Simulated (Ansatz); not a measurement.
# SrLiH3 (P1) in Ansatz: convergence with wavefunction cutoff

Aim: find how far wavefunction cutoff must go before the results for SrLiH3 settle, at r2SCAN. This setting moves, with any that are tied to it; all else stays.

All numbers are computed with Ansatz 0.2.0; they aren't measurements. Logs are shortened: lines on timing, memory, paths and dates and some standing lists are left out, and cuts for length are marked.

## (1) The cell of the first run

The typed cell holds 5 atoms: a = 4.631 Å, b = 4.631 Å, c = 4.631 Å, α = 90.00°, β = 90.00°, γ = 90.00°.

The cell comes from a database or a generator and needn't be the stable form of this composition.

The cell isn't the ideal one: atoms moved at random, drawn with an rms of 0.05 Å.

## (2) With wavefunction cutoff 400 eV

Contents of input.yaml:

```yaml
crystal:
  lattice:
    - [4.630791, 0.0, 0.0]
    - [0.0, 4.630791, 0.0]
    - [0.0, 0.0, 4.630791]
  atoms:
    - { symbol: Sr, position: [0.50328, 0.494336, 0.501929] }
    - { symbol: Li, position: [0.002025, 0.005355, -0.012198] }
    - { symbol: H, position: [0.500896, 0.502019, -0.000943] }
    - { symbol: H, position: [0.505566, 0.007064, 0.487835] }
    - { symbol: H, position: [-0.011432, 0.513162, 0.492109] }
hamiltonian:
  xc: r2scan
  pseudopotentials: { kind: nc, accuracy: standard }
kpoints:
  mp_grid: { grid: [4, 4, 4] }
scf:
  occupations: { method: gaussian, width: 0.05 }
output:
  forces: true
  stress: true
  eigenvalues: true
basis:
  ecutwfc: "400 eV"
```

Potentials or basis: PseudoDojo standard (PBE files).

Launch:

```bash
$ ansatz run input.yaml --threads 2 --pin off --max-ram 5632MiB --backend cpu --events-out ev --progress --plain --runs-dir out
```

It took 5.3 s on 2 threads of Arm Neoverse V1, shared host; peak memory 0.39 GiB.

Results:

* Free energy: -1184.4392 eV
* Pressure: 0.4 GPa
* Largest force: 0.584 eV/Å
* Band gap on the k mesh: 2.40 eV, indirect (least direct gap 2.78 eV)

## (3) With wavefunction cutoff 500 eV

Edit input.yaml of step 2 so:

```diff
@@ -23,2 +23,2 @@
 basis:
-  ecutwfc: "400 eV"
+  ecutwfc: "500 eV"
```

Potentials or basis: PseudoDojo standard (PBE files).

Launch:

```bash
$ ansatz run input.yaml --threads 2 --pin off --max-ram 5632MiB --backend cpu --events-out ev --progress --plain --runs-dir out
```

Wall time 7.9 s (2 threads of Arm Neoverse V1, shared host); peak memory 0.45 GiB.

What came out:

* Free energy: -1188.4447 eV
* Pressure: 0.3 GPa
* Largest force: 0.562 eV/Å
* Band gap on the k mesh: 2.39 eV, indirect (least direct gap 2.77 eV)

## (4) With wavefunction cutoff 600 eV

Edit input.yaml of step 3 so:

```diff
@@ -23,2 +23,2 @@
 basis:
-  ecutwfc: "500 eV"
+  ecutwfc: "600 eV"
```

Launch:

```bash
$ ansatz run input.yaml --threads 2 --pin off --max-ram 5632MiB --backend cpu --events-out ev --progress --plain --runs-dir out
```

It took 10 s on 2 threads of Arm Neoverse V1, shared host; peak memory 0.47 GiB.

Results:

* Free energy: -1189.9001 eV
* Pressure: 0.3 GPa
* Largest force: 0.565 eV/Å
* Band gap on the k mesh: 2.38 eV, indirect (least direct gap 2.77 eV)

## (5) With wavefunction cutoff 700 eV

Edit input.yaml of step 4 so:

```diff
@@ -23,2 +23,2 @@
 basis:
-  ecutwfc: "600 eV"
+  ecutwfc: "700 eV"
```

Launch:

```bash
$ ansatz run input.yaml --threads 2 --pin off --max-ram 5632MiB --backend cpu --events-out ev --progress --plain --runs-dir out
```

Run time: 11 s. Hardware: 2 threads of Arm Neoverse V1, shared host; peak memory 0.47 GiB.

Results:

| Quantity | Value |
| --- | --- |
| Free energy | -1190.3718 eV |
| Pressure | 0.3 GPa |
| Largest force | 0.564 eV/Å |
| Band gap on the k mesh | 2.37 eV, indirect (least direct gap 2.76 eV) |

## (6) With wavefunction cutoff 850 eV

Edit input.yaml of step 5 so:

```diff
@@ -23,2 +23,2 @@
 basis:
-  ecutwfc: "700 eV"
+  ecutwfc: "850 eV"
```

Potentials or basis: PseudoDojo standard (PBE files).

Launch:

```bash
$ ansatz run input.yaml --threads 2 --pin off --max-ram 5632MiB --backend cpu --events-out ev --progress --plain --runs-dir out
```

It took 14 s on 2 threads of Arm Neoverse V1, shared host; peak memory 0.59 GiB.

Results (log left out):

- Free energy: -1190.5192 eV
- Pressure: 0.2 GPa
- Largest force: 0.563 eV/Å
- Band gap on the k mesh: 2.37 eV, indirect (least direct gap 2.76 eV)

## (7) With wavefunction cutoff 1000 eV

Edit input.yaml of step 6 so:

```diff
@@ -23,2 +23,2 @@
 basis:
-  ecutwfc: "850 eV"
+  ecutwfc: "1000 eV"
```

Launch:

```bash
$ ansatz run input.yaml --threads 2 --pin off --max-ram 5632MiB --backend cpu --events-out ev --progress --plain --runs-dir out
```

It took 16 s on 2 threads of Arm Neoverse V1, shared host; peak memory 0.68 GiB.

It converged, with:

| Quantity | Value |
| --- | --- |
| Free energy | -1190.5332 eV |
| Pressure | 0.2 GPa |
| Largest force | 0.563 eV/Å |
| Band gap on the k mesh | 2.37 eV, indirect (least direct gap 2.76 eV) |

## (8) With wavefunction cutoff 1200 eV

Edit input.yaml of step 7 so:

```diff
@@ -23,2 +23,2 @@
 basis:
-  ecutwfc: "1000 eV"
+  ecutwfc: "1200 eV"
```

Launch:

```bash
$ ansatz run input.yaml --threads 2 --pin off --max-ram 5632MiB --backend cpu --events-out ev --progress --plain --runs-dir out
```

Wall time 25 s (2 threads of Arm Neoverse V1, shared host); peak memory 0.86 GiB.

Results (log left out):

```
Free energy            : -1190.5345 eV
Pressure               : 0.2 GPa
Largest force          : 0.563 eV/Å
Band gap on the k mesh : 2.37 eV, indirect (least direct gap 2.76 eV)
```

## (9) With wavefunction cutoff 1400 eV

Edit input.yaml of step 8 so:

```diff
@@ -23,2 +23,2 @@
 basis:
-  ecutwfc: "1200 eV"
+  ecutwfc: "1400 eV"
```

Potentials or basis: PseudoDojo standard (PBE files).

Launch:

```bash
$ ansatz run input.yaml --threads 2 --pin off --max-ram 5632MiB --backend cpu --events-out ev --progress --plain --runs-dir out
```

Run time: 30 s. Hardware: 2 threads of Arm Neoverse V1, shared host; peak memory 1.1 GiB.

It converged, with:

- Free energy: -1190.5348 eV
- Pressure: 0.2 GPa
- Largest force: 0.563 eV/Å
- Band gap on the k mesh: 2.37 eV, indirect (least direct gap 2.76 eV)

## (10) With wavefunction cutoff 1700 eV

Edit input.yaml of step 9 so:

```diff
@@ -23,2 +23,2 @@
 basis:
-  ecutwfc: "1400 eV"
+  ecutwfc: "1700 eV"
```

Potentials or basis: PseudoDojo standard (PBE files).

Launch:

```bash
$ ansatz run input.yaml --threads 2 --pin off --max-ram 5632MiB --backend cpu --events-out ev --progress --plain --runs-dir out
```

The log of the run:

```text
Warning: hamiltonian.xc reads the kinetic-energy density τ on the library's norm-conserving files, and those of Sr, Li, H were made for PBE. This build holds files of Sr, Li, H that were made for r²SCAN, which a deck under this functional can read where it names no table (hamiltonian.pseudopotentials.accuracy or source), types no xc_functional and has no exact exchange, max_exx_coeff or level of output.embedding that keeps them out. To compare such runs, type hamiltonian.pseudopotentials: {kind: paw, frozen_core: stored} on both or, where PAW refuses one, {kind: nc, accuracy: standard}
Warning: RAYON_NUM_THREADS=2 ignored (pool sized by the plan → 2); use --threads N
Engine: ansatz 0.2.0, aarch64-unknown-linux-gnu
Pseudopotentials: kind: nc
Pseudopotential: Sr, nc, valence charge 10, recommended cutoff 925.187132 eV (normal), Sr.nc.azcp (PseudoDojo's, or run here from an input of PseudoDojo's; its table is named by hamiltonian.pseudopotentials.accuracy)
Pseudopotential: Li, nc, valence charge 3, recommended cutoff 1006.821291 eV (normal), Li.nc.azcp (PseudoDojo's, or run here from an input of PseudoDojo's; its table is named by hamiltonian.pseudopotentials.accuracy)
Pseudopotential: H, nc, valence charge 1, recommended cutoff 979.609905 eV (normal), H.nc.azcp (PseudoDojo's, or run here from an input of PseudoDojo's; its table is named by hamiltonian.pseudopotentials.accuracy)
Functional definition: r2SCAN
  parameter k0 = 0.174
  parameter k1 = 0.065
  parameter a1 = 4.9479
  exchange = r2scan_x(k0 = k0, k1 = k1, a1 = a1)
  correlation = r2scan_c
Crystal: 5 atoms, lattice volume = 99.304 Å³
Basis set: ecut = 1700 eV, 15791 PW (Γ), exchange–correlation on 256×256×256 points (64 copies of the dense FFT grid, shifted against one another)
Bands: 13, of which v1, the nominal top of the filled ones, is band 8 counted from 1 (7 counted from 0)
Symmetry: 1 space group operations
Space group: P1 (ITA 1), of the structure as read, at distance tolerance 4.6e-5 Å
k-points: 36 of 64 (time reversal used)
Non-local potential: Sr, projectors of the file, l = 0: 2, l = 1: 2, l = 2: 2
Non-local potential: Li, projectors of the file, l = 0: 2, l = 1: 2
Non-local potential: H, projectors of the file, l = 0: 2, l = 1: 1
Initial density: superposition of atomic densities (chi_scale 0.1, normalization cell, long waves kept (reshape's long-wave potential 0.00 eV rms))
Initial wavefunctions: pseudopotential atomic-orbital guess
Functional: x = r2scan, c = r2scan; τ floored in thin density (d = 2e-4 eV/Å³)
SCF iter   1: F=—  HF=-1191.662659 eV  |F-HF|=—  |Δ(HF+E_count)|=         —  Δρ=5.32e-2  dr2=4.22e0  dr2_τ=6.37e-2  ethr=3.10e-3  ⟨swp⟩=7.6  Hψ=3848  notcnv=0
preconditioner: auto → Resta (q_TF=auto, 2.013 Å⁻¹)  ε∞=2.5  [insulator: Δε(μ)=3.561 eV  Ē_g=7.411 eV  σ=0.050 eV  W_gap=1.00  n_scr=18 (ndim 8)  ℏωp=9.1 eV  f_vac=0.000  D(μ)=0.00/eV (n_scr^D=0)  ε∞_Penn≈2.5]
SCF iter   2: F=—  HF=-1190.664101 eV  |F-HF|=—  |Δ(HF+E_count)|=   9.99e-1  Δρ=2.33e-2  dr2=1.09e0  dr2_τ=1.16e-2  ethr=3.10e-3  ⟨swp⟩=3.2  Hψ=1144  notcnv=0  defer=36
SCF iter   3: F=—  HF=-1190.527114 eV  |F-HF|=—  |Δ(HF+E_count)|=   1.37e-1  Δρ=4.86e-3  dr2=2.65e-2  dr2_τ=2.58e-3  ethr=3.10e-3  ⟨swp⟩=4.3  Hψ=1030  notcnv=0
automatic band count: iteration 3 solves 12 bands in place of 13: the levels show a gap, and the empty bands left out lie too high to hold charge; the band table lists the bands solved (type scf.n_extra_bands for more)
SCF iter   4: F=—  HF=-1190.535534 eV  |F-HF|=—  |Δ(HF+E_count)|=   8.42e-3  Δρ=6.94e-4  dr2=6.34e-4  dr2_τ=2.47e-4  ethr=1.66e-4  ⟨swp⟩=3.5  Hψ=1051  notcnv=0
SCF iter   5: F=—  HF=-1190.535692 eV  |F-HF|=—  |Δ(HF+E_count)|=   1.58e-4  Δρ=1.64e-4  dr2=2.01e-5  dr2_τ=5.71e-6  ethr=3.96e-6  ⟨swp⟩=2.0  Hψ=802  notcnv=0
SCF iter   6: F=—  HF=-1190.535817 eV  |F-HF|=—  |Δ(HF+E_count)|=   1.25e-4  Δρ=3.57e-5  dr2=1.16e-6  dr2_τ=4.25e-7  ethr=1.26e-7  ⟨swp⟩=2.0  Hψ=718  notcnv=0
SCF iter   7: F=-1190.535818 eV  HF=-1190.535818 eV  |F-HF|=2.37e-8  |Δ(HF+E_count)|=   9.76e-7  Δρ=5.57e-6  dr2=2.91e-8  dr2_τ=9.78e-9  ethr=6.25e-10  ⟨swp⟩=9.3  Hψ=3472  notcnv=0
SCF 1 converged in 7 iterations: F = -1190.535818 eV  dr2 = 2.91e-8
SCF converged after 7 iterations
Free energy (F): -1190.535818 eV
Harris-Foulkes:  -1190.535818 eV  (|F-HF|=2.37e-8)
Internal energy: -1190.535818 eV  (E = F + TS)
E sigma→0 (E₀):  -1190.535818 eV
Fermi energy:    1.533036 eV
--- Per-component energies (eV) ---
  E_band       = -257.830896
  E_kinetic    = 436.369022
  E_local      = -1010.616648  (includes V_loc(G=0)·N_el)
  E_nonlocal   = 7.490550
  E_hartree    = 293.251375
  E_xc         = -317.616359
  E_vxc        = -293.051040  (∫ρ·V_xc dr)
  E_vtau       = 15.473801  (kinetic-family band-sum trace: ∫τ·v_τ [+ j·A + Jᵃ·Aᵃ] dr)
  E_ewald      = -599.413758
  E_smearing   = -0.000000  (= −TS)
  E_closure    = 0.000000  (closes the sum)
  Σ components = -1190.535818   (vs F -1190.535818, Δ=0.00e0)
--- Forces (eV/Å), atoms counted from 1 ---
  atom   1  Sr    -0.37006387     0.39501491    -0.15608095
  atom   2  Li    -0.01335563    -0.05367718     0.04321666
  atom   3  H     -0.01768692    -0.02778208     0.04417212
  atom   4  H     -0.00488687    -0.31722572     0.02833985
  atom   5  H      0.40606811     0.00368983     0.04028400
  max |Σ_I F_I| component: 7.48e-5 eV/Å
--- Stress (GPa, compression-positive) ---
        0.274283       0.029238      -0.026365
        0.029238       0.272569       0.022332
       -0.026365       0.022332       0.176100
  P = ⅓ Tr σ = 0.2410 GPa (2.410 kbar)
--- Band table (eV; the first three rows and the last of 36) ---
  k-point 0: bands = ["-48.4969", "-33.5502", "-14.9590", "-14.9571", "-14.9547", "-2.7189", "-0.5479", "-0.5421", "6.1989", "6.2478", "6.2507", "6.4852"]
  k-point 1: bands = ["-48.4969", "-33.5487", "-15.0136", "-14.9565", "-14.9546", "-2.3411", "-0.4770", "-0.4379", "4.9986", "5.9255", "5.9293", "7.4023"]
  k-point 2: bands = ["-48.4969", "-33.5472", "-15.0711", "-14.9540", "-14.9521", "-1.8779", "-0.4465", "-0.4025", "4.8810", "5.6551", "5.6656", "7.2027"]
  k-point 35: bands = ["-48.4969", "-33.5413", "-15.0615", "-15.0598", "-15.0578", "0.3398", "0.3467", "0.3490", "3.3114", "3.3141", "3.3176", "5.6998"]
```

Run time: 36 s. Hardware: 2 threads of Arm Neoverse V1, shared host; peak memory 1.3 GiB.

Results:

```
Free energy            : -1190.5358 eV
Pressure               : 0.2 GPa
Largest force          : 0.563 eV/Å
Band gap on the k mesh : 2.37 eV, indirect (least direct gap 2.76 eV)
```

## (11) Summary

```
wavefunction cutoff  energy less the tightest run, at zero smearing (meV/atom)  pressure (GPa)  largest force (eV/Å)  gap on the mesh (eV)  SCF cycles  CPU time (s)  peak memory (GiB)
             400 eV                                                    1219.33            0.38                 0.584                 2.396           7            10               0.39
             500 eV                                                     418.22            0.31                 0.562                 2.386           7            16               0.45
             600 eV                                                     127.14            0.28                 0.565                 2.381           7            20               0.47
             700 eV                                                      32.80            0.25                 0.564                 2.372           7            22               0.47
             850 eV                                                       3.33            0.24                 0.563                 2.368           7            27               0.59
            1000 eV                                                       0.53            0.24                 0.563                 2.368           7            31               0.68
            1200 eV                                                       0.26            0.24                 0.563                 2.369           7            49               0.86
            1400 eV                                                       0.21            0.24                 0.563                 2.369           7            60                1.1
            1700 eV                                                       0.00            0.24                 0.563                 2.368           7            72                1.3
```

Against the tightest run, the energy stays within 1 meV/atom from 1000 eV on; the pressure stays within 0.1 GPa from 500 eV on; the largest force stays within 0.005 eV/Å from 500 eV on; the gap on the mesh stays within 0.01 eV from 700 eV on. The tightest run that finished is the yardstick and may itself not be fully converged.

Caveats: the meta-GGA runs on potentials made for a GGA; the potentials were made for another functional, which shifts forces and pressure.
